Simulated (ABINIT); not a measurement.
Runs of ABINIT 10.8.3 (patched build) on NbSi. The structure is cubic, space group Pm-3m (No. 221). Conventional cell: a = 3.156 Å, b = 3.156 Å, c = 3.156 Å, α = 90.00°, β = 90.00°, γ = 90.00°. Nb (site symmetry m-3m) has 8 Si at 2.73 Å as nearest neighbours. Si (site symmetry m-3m) has 8 Nb at 2.73 Å as nearest neighbours. The cell was built by a generator and needn't be a form met in nature.

| task | level | potentials or basis | spin | cell | k mesh | cutoff (eV) | cutoff smearing ecutsm (Ha) | stop of the response cycle (tolvrs) | acoustic sum rule (asr) | fine-grid cutoff | q points | gap on the mesh (eV) | pressure (GPa) |
| --- | --- | --- | --- | --- | --- | --- | --- | --- | --- | --- | --- | --- | --- |
| single point | LDA | PseudoDojo NC SR LDA v0.4.1 standard | off | as given | 6 × 6 × 6 | 1116 | - | - | - | - | - | none | -7.8 |
| phonons | PBE+D2 | Ansatz PAW PBE default generated set, frozen core | SOC, no magnetisation | cell relaxed at zero pressure by an earlier run | 6 × 6 × 6, shifted | 419 | 0.5 | 1e-08 | 1 | 838.111 eV | - | - | 0.0 |
| phonons at a zone-boundary q | LDA | PseudoDojo NC SR LDA v0.4.1 standard | off | as given | 6 × 6 × 6, shifted | 1116 | - | 1e-08 | - | - | ["M"] | - | (a) |
| single point | PBE+D2 | Ansatz PAW PBE default generated set, frozen core | SOC, no magnetisation | cell relaxed | 6 × 6 × 6 | 419 | - | - | - | 838.111 eV | - | none | 0.0 |
| relaxation of cell and atoms | PBE+D2 | Ansatz PAW PBE default generated set, frozen core | SOC, no magnetisation | relaxed | 6 × 6 × 6 | 419 | 0.5 | - | - | 838.111 eV | - | none | 0.0 |

Alike in all rows: smearing fermi-dirac 0.05 eV.

Problem. Estimate the missing entries.

Solution. (a) -7.7.

Caveats: the atomic spheres overlap (some runs); the mesh is coarse for a metal's response (some runs); pairwise dispersion overbinds metals, which lowers pressure and volume (some runs); some modes are imaginary (some runs).

A k mesh can miss the band edges, and rows without SOC leave out spin-orbit coupling on Nb.

A gap of «none» marks a metal or a gap under the smearing width.
